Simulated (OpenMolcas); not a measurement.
# Fe⁴⁺ among point charges: CASSCF and CASPT2 levels and susceptibility

How does a field of 4 point charges split the states of Fe⁴⁺, and what χT follows?

Method: state-averaged CASSCF and CASPT2, spin-orbit coupling by RASSI with atomic mean-field integrals. Code: OpenMolcas 26.06.

**1. Starting point**

* Species: Fe⁴⁺ (iron, Z = 26, 22 electrons)
* Basis: ANO-RCC-VTZP [6s5p3d2f1g], 59 functions
* Scalar Hamiltonian: DKH2, point nucleus
* Inactive shells: 1s 2s 2p 3s 3p
* Active space: 4 electrons in 5 orbitals (3d)
* Some configurations of this space: 3d⁴
* Orbitals: optimised for each spin and parity, averaged over all roots

Outer shells as boxes (Hund's rule):

3d4
```
3d [↑ ][↑ ][↑ ][↑ ][  ]
```

The ion sits among 4 point charges of -0.65 e arranged as a tetrahedron (Td), 2.01 Å from the ion.

The work runs as a chain of OpenMolcas steps in one folder; each step below is one input file. Labels, J, g values, rates, χT and fits are worked out afterwards by a script from the matrices that RASSI stores.

**2. GATEWAY and SEWARD: basis and integrals**

Contents of a.inp:

```
&GATEWAY
Coord
1

Fe 0.0 0.0 0.0
Basis=ANO-RCC-VTZP
Group=NoSym
NoMove
AngMom=0.0 0.0 0.0
AMFI
XField
4 Angstrom 0
1.160474 1.160474 1.160474 -0.650000
1.160474 -1.160474 -1.160474 -0.650000
-1.160474 1.160474 -1.160474 -0.650000
-1.160474 -1.160474 1.160474 -0.650000
&SEWARD
```

The run is started by

```bash
> OMP_NUM_THREADS=1 MOLCAS_MEM=1689 MOLCAS_PROJECT=a pymolcas a.inp > a.log
```

**3. CASSCF: quintets, 5 roots**

Contents of a.inp:

```
&RASSCF
FileOrb=start.orb
Symmetry=1
Spin=5
nActEl=4 0 0
Inactive=9
Ras2=5
CIRoot=5 5 1
SDav=5
CIMx=300
Iter=120 100
PrWF=0.3
OrbListing=Nothing
MaxOrb=0
>>> COPY $Project.JobIph JOB001
```

start.orb holds the contracted functions of the basis, ordered by shell, or the orbitals of the step before.

**4. CASSCF: triplets, 45 roots**

Contents of a.inp:

```
&RASSCF
FileOrb=start.orb
Symmetry=1
Spin=3
nActEl=4 0 0
Inactive=9
Ras2=5
CIRoot=45 45 1
SDav=45
CIMx=300
Iter=120 100
PrWF=0.3
OrbListing=Nothing
MaxOrb=0
>>> COPY $Project.JobIph JOB002
```

**5. CASSCF: singlets, 50 roots**

Contents of a.inp:

```
&RASSCF
FileOrb=start.orb
Symmetry=1
Spin=1
nActEl=4 0 0
Inactive=9
Ras2=5
CIRoot=50 50 1
SDav=50
CIMx=300
Iter=120 100
PrWF=0.3
OrbListing=Nothing
MaxOrb=0
>>> COPY $Project.JobIph JOB003
```

**6. State interaction with spin-orbit coupling**

Contents of a.inp:

```
&RASSI
NrOfJobIphs=3 5 45 50
1 2 3 4 5
1 2 3 4 5 6 7 8 9 10 11 12 13 14 15 16 17 18 19 20 21 22 23 24 25 26 27
28 29 30 31 32 33 34 35 36 37 38 39 40 41 42 43 44 45
1 2 3 4 5 6 7 8 9 10 11 12 13 14 15 16 17 18 19 20 21 22 23 24 25 26 27
28 29 30 31 32 33 34 35 36 37 38 39 40 41 42 43 44 45 46 47 48 49 50
IphNames
JOB001
JOB002
JOB003
EJob
SpinOrbit
DIPRint=1.0
SOCoupling=1000.0
Subsets=2
Property=9
'ANGMOM' 1 'ANGMOM' 2 'ANGMOM' 3 'MLTPL  1' 1 'MLTPL  1' 2 'MLTPL  1' 3
'AMFI' 1 'AMFI' 2 'AMFI' 3
SOProperty=3
'ANGMOM' 1 'ANGMOM' 2 'ANGMOM' 3
```

**7. CASPT2: IPEA 0.25, imaginary shift 0.1 (closed shells correlated: 3s 3p)**

Contents of a.inp:

```
>>> COPY JOB001 $Project.JobIph
&CASPT2
Multistate=5 1 2 3 4 5
NoMult
Frozen=5
IPEA=0.25
Imaginary=0.1
MaxIter=60
WThr=0.0 0.3 0.05
PrWF=0.5
NoMix
>>> COPY JOB002 $Project.JobIph
&CASPT2
Multistate=45 1 2 3 4 5 6 7 8 9 10 11 12 13 14 15 16 17 18 19 20 21 22
23 24 25 26 27 28 29 30 31 32 33 34 35 36 37 38 39 40 41 42 43 44 45
NoMult
Frozen=5
IPEA=0.25
Imaginary=0.1
MaxIter=60
WThr=0.0 0.3 0.05
PrWF=0.5
NoMix
>>> COPY JOB003 $Project.JobIph
&CASPT2
Multistate=50 1 2 3 4 5 6 7 8 9 10 11 12 13 14 15 16 17 18 19 20 21 22
23 24 25 26 27 28 29 30 31 32 33 34 35 36 37 38 39 40 41 42 43 44 45 46
47 48 49 50
NoMult
Frozen=5
IPEA=0.25
Imaginary=0.1
MaxIter=60
WThr=0.0 0.3 0.05
PrWF=0.5
NoMix
```

(Steps that only read results are left out.)

**Question.** What will these runs give? Wanted: spin-free ground state; first state of the same spin within the active space; lowest level; next level.

As calculated:

```
                                            quantity                                                                        value
                                              method  SS-CASPT2, IPEA 0.25, imaginary shift 0.1 (closed shells correlated: 3s 3p)
                              spin-free ground state                                              5T2, 3-fold in its orbital part
first state of the same spin within the active space                                                               5E at 400 cm⁻¹
                                        lowest level                                                                    1-fold A1
                                          next level                                                                   147.7 cm⁻¹
                                         χT at 300 K                                                               1.38 cm³ K/mol
                           effective moment at 300 K                                                                      3.32 μB
```

Cost by method:

| method | time of its own steps | time with the reference |
| --- | --- | --- |
| A. CASSCF | 23 s | 23 s |
| B. SS-CASPT2, IPEA 0.25, imaginary shift 0.1, +3s 3p | 21 s | 43 s |

Times are of one thread on a shared host.

**Reading.** The spin-free ground state (5T2) comes to 100 % from free-ion D terms and keeps the highest spin of the shell. χT at 300 K is 1.38, against 3.01 cm³ K/mol for the spin alone, so spin-orbit coupling lowers it. An active space of the d shell alone favours high spin; real ions in strong fields can be low spin. CASPT2 does not keep the components of a term degenerate, and the means are used. The field of point charges can differ much from that of real complexes. This is an electrostatic model: the charges have no orbitals.
